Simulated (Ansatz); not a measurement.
# Cu: the cost of one run

Program: Ansatz 0.2.0. Level of theory: DFT PBEsol, scalar-relativistic. These are calculated values, not measurements.

### 1 The starting structure

It takes space group Fm-3m (No. 225, cubic). The conventional cell has a = 3.615 Å, b = 3.615 Å, c = 3.615 Å, α = 90.00°, β = 90.00°, γ = 90.00°. Cu (site symmetry m-3m) has 12 Cu at 2.56 Å as nearest neighbours.

As a file:

```
CELL_PARAMETERS angstrom
0.00000 1.80750 1.80750
1.80750 0.00000 1.80750
1.80750 1.80750 0.00000
ATOMIC_POSITIONS crystal
Cu 0.00000 0.00000 0.00000
```

### 2 The deformed structure

Space group Fm-3m before, R-3m after.

### 3 Full-potential LAPW

Contents of input.yaml:

```yaml
crystal:
  lattice:
    - [-0.03615, 1.789425, 1.789425]
    - [1.789425, -0.03615, 1.789425]
    - [1.789425, 1.789425, -0.03615]
  atoms:
    - { symbol: Cu, position: [0.0, 0.0, 0.0] }
kpoints:
  mp_grid: { grid: [17, 17, 17] }
  band_path:
    path:
      - [0.0, 0.0, 0.0]
      - [0.5, 0.5, 0.5]
      - [0.2551801333, 0.5, 0.7448198667]
      - [-0.2551801333, 0.2551801333, 0.5]
      - [0.0, 0.0, 0.5]
      - [0.0, 0.0, 0.0]
      - [-0.3775900666, 0.0, 0.3775900666]
      - [0.0, 0.3775900666, 0.6224099334]
      - [0.0, 0.5, 0.5]
    npoints: 5
scf:
  occupations: { method: fermi_dirac, width: 0.03 }
hamiltonian:
  xc: pbesol
  pseudopotentials: { kind: all_electron, lapw: { basis_error: 0.00025 } }
output:
  forces: true
  stress: true
  eigenvalues: true
```

Launch:

```bash
> ansatz run input.yaml --threads 1 --pin off --max-ram 3072MiB --backend cpu --events-out ev --progress --plain --runs-dir out
```

Q: Estimate wall time and peak memory on 1 thread of Arm Neoverse V2, shared host.

About 39 s, with a peak of 0.64 GiB.
